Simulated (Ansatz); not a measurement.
# B2Cl2H6N2: how energies converge with the basis set

The task here is to estimate one member of a computed series from the others.

Program: Ansatz 0.2.0, Gaussian basis. Level of theory: one geometry, several basis sets. These are calculated values, not measurements.

The runs, in order: PBE0-D4/def2-SVP; ωB97M-V/def2-SVP; PBE0-D4/def2-QZVPP; ωB97M-V/def2-QZVPP; the functionals' def2-TZVPP values are taken from earlier runs.

**Structure used throughout**

All runs share one geometry, relaxed beforehand with PBE0-D4 in a triple-zeta def2 set.

12 atoms, charge 0, spin multiplicity 1.

Atoms are counted from 1 here; the program's logs count them from 0.

Bond lengths: Cl1–B2 1.826 Å, B2–N3 1.588 Å, B2–N6 1.588 Å, B2–H7 1.198 Å, N3–B4 1.588 Å, N3–H8 1.015 Å, N3–H9 1.011 Å, B4–Cl5 1.826 Å, B4–N6 1.588 Å, B4–H10 1.198 Å, N6–H11 1.011 Å, N6–H12 1.015 Å. Angles: Cl1–B2–N3 112.8°, Cl1–B2–N6 112.8°, Cl1–B2–H7 114.1°, N3–B2–N6 91.4°, N3–B2–H7 111.9°, N6–B2–H7 111.9°, B2–N3–B4 87.1°, B2–N3–H8 113.3°, B2–N3–H9 116.5°, B4–N3–H8 113.3°, B4–N3–H9 116.5°, H8–N3–H9 108.9°, N3–B4–Cl5 112.8°, N3–B4–N6 91.4°, N3–B4–H10 111.9°, Cl5–B4–N6 112.8°, Cl5–B4–H10 114.1°, N6–B4–H10 111.9° and more.

The first run:

File in.yaml:

```yaml
crystal:
  periodic: [false, false, false]
  atoms:
    - {symbol: Cl, position_ang: [-1.077387, -2.043931, -1.225634]}
    - {symbol: B, position_ang: [-0.533829, -0.961153, 0.139943]}
    - {symbol: N, position_ang: [0.998326, -0.557989, 0.032652]}
    - {symbol: B, position_ang: [0.530116, 0.949519, 0.205206]}
    - {symbol: Cl, position_ang: [1.202894, 2.051082, -1.085761]}
    - {symbol: N, position_ang: [-0.984116, 0.548961, -0.055959]}
    - {symbol: H, position_ang: [-0.812246, -1.372509, 1.230020]}
    - {symbol: H, position_ang: [1.402132, -0.751725, -0.878266]}
    - {symbol: H, position_ang: [1.612484, -0.924370, 0.747147]}
    - {symbol: H, position_ang: [0.701138, 1.345270, 1.322852]}
    - {symbol: H, position_ang: [-1.664977, 0.905648, 0.600648]}
    - {symbol: H, position_ang: [-1.297735, 0.755796, -0.998947]}
basis:
  gaussian: {orbitals: def2-SVP}
hamiltonian: {xc: pbe0, dispersion: d4}
output: {orbitals: {seedname: orbitals}}
```

The run is started by

```bash
> ansatz run in.yaml --threads 4 --pin off --events-out ev --progress --plain --max-ram 11315MiB
```

Steps of the session up to this table: PBE0-D4 in def2-SVP; ωB97M-V in def2-SVP; PBE0-D4 in def2-QZVPP; ωB97M-V in def2-QZVPP.

One of the session's tables, all rows but one given; the rest of the session is left out.

It belongs to the step «Functionals by basis». 

| functional | basis | HOMO (eV) | LUMO (eV) |
| --- | --- | --- | --- |
| PBE0-D4 | def2-SVP | ? | ? |
| PBE0-D4 | def2-TZVPP | -7.96 | 0.46 |
| PBE0-D4 | def2-QZVPP | -8.00 | 0.10 |
| ωB97M-V | def2-SVP | -9.97 | 2.97 |
| ωB97M-V | def2-TZVPP | -10.23 | 1.80 |
| ωB97M-V | def2-QZVPP | -10.27 | 1.14 |

Q: Estimate the row for PBE0-D4, def2-SVP from the others.

**Answer.** HOMO (eV): -7.76; LUMO (eV): 1.31. In the column «HOMO (eV)» it is the highest.
